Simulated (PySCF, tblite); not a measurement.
**C7H7O4P: geometry, infrared bands and NMR shifts**

What infrared bands and NMR shifts should C7H7O4P (`COC(=O)c1ocpc1C(C)=O`) show?

The runs use tblite 0.8.0 and PySCF 2.14.0, with density-fitted response routines of our own; the level of theory stands in each step. All values are computed, except where a source is named. Atoms count from 0, in the outputs and in this text.

**1. The molecule as given**

19 atoms, charge 0, multiplicity 1; geometry from: force field or distance geometry start.

Bonds of the start (Å): C0–O1 1.40, O1–C2 1.36, C2–O3 1.27, C2–C4 1.48, C4–O5 1.28, O5–C6 1.26, C6–P7 1.92, P7–C8 1.89, C8–C9 1.43, C9–C10 1.52, C9–O11 1.25, C8–C4 1.36, C0–H12 1.13, C0–H13 1.11, C0–H14 1.11, C6–H15 1.10, C10–H16 1.11, C10–H17 1.09, C10–H18 1.12.

**2. Geometry optimisation with GFN2-xTB**

Job settings and geometry (Å):

```
{"job": {"kind": "relax", "xc": "GFN2-xTB", "basis": "xTB"}, "charge": 0, "multiplicity": 1}
C     -3.204700    -0.836100     0.157400
O     -1.843900    -0.531300     0.080100
C     -1.428900     0.766900     0.059400
O     -2.333900     1.664300     0.079800
C     -0.013300     1.191600    -0.008800
O      0.281000     2.440500    -0.047200
C      1.468400     2.865600    -0.109100
P      2.612500     1.330100    -0.137400
C      1.023500     0.308400    -0.053900
C      1.143100    -1.118300    -0.040500
C      2.532800    -1.726900    -0.105300
O      0.222100    -1.960200     0.010000
H     -3.713700     0.075800     0.593200
H     -3.433600    -1.685100     0.828300
H     -3.615400    -1.091200    -0.841100
H      1.751600     3.933100    -0.118800
H      3.172000    -1.090800    -0.755100
H      2.426900    -2.729000    -0.528500
H      2.943800    -1.798100     0.930100
```

Launch:

```bash
$ OMP_NUM_THREADS=1 python probes_run.py task.json out
```

The driver reads the jobs from task.json and runs them one after another.

**Question.** This job is followed by: GFN2-xTB harmonic vibrations, gas phase; GIAO PBE0/pcSseg-1 NMR shielding, non-relativistic, gas phase. Predict these results of the whole session: strongest single infrared mode (GFN2-xTB); zero-point energy (GFN2-xTB); 13C shifts against TMS (PBE0/pcSseg-1); 1H shifts against TMS (PBE0/pcSseg-1, means over atoms taken as alike); 17O shifts against H2O (PBE0/pcSseg-1); 31P shifts against H3PO4 (PBE0/pcSseg-1); surface potential, 1st and 99th percentile.

The runs gave:

| quantity | value |
| --- | --- |
| strongest single infrared mode (GFN2-xTB) | 1771 cm⁻¹, 479 km/mol |
| zero-point energy (GFN2-xTB) | 81.2 kcal/mol |
| 13C shifts against TMS (PBE0/pcSseg-1) | 197.6, 188.3, 167.3, 161.8, 152.0, 54.5, 33.9 ppm |
| 1H shifts against TMS (PBE0/pcSseg-1, means over atoms taken as alike) | 8.81, 4.09, 2.74 ppm |
| 17O shifts against H2O (PBE0/pcSseg-1) | 663.2, 448.1, 361.2, 200.6 ppm |
| 31P shifts against H3PO4 (PBE0/pcSseg-1) | 141.5 ppm |
| surface potential, 1st and 99th percentile | -1.57 V and 1.39 V |

Over 131 steps the energy fell by 1.655 eV; of the close pairs, C6–P7 changed most, 1.915 to 1.709 Å. The lowest mode is imaginary (48i cm⁻¹), so the xTB geometry is not a minimum. The strongest single mode, at 1771 cm⁻¹, moves mainly C2 and O3. GFN2-xTB is a fitted tight-binding method: band positions and strengths are rough. Its intensities can rank the bands wrongly. The most deshielded carbon is C9 (ketone carbonyl carbon), at 197.6 ppm: low-lying n→π* states of the double bond to the heteroatom give a large paramagnetic term (-254 ppm). At PBE0/pcSseg-1: The widest tensor belongs to O11: span 1270 ppm, with a paramagnetic part of -734 ppm. NICS(1)zz of -24 ppm above the planar ring from C4 marks a diatropic (aromatic) ring current. By nearest atom (PBE0/pcSseg-1), the HOMO sits on C6 28 %; P7 21 % and the LUMO on C4, C9 about 19 % each; O11 15 %.
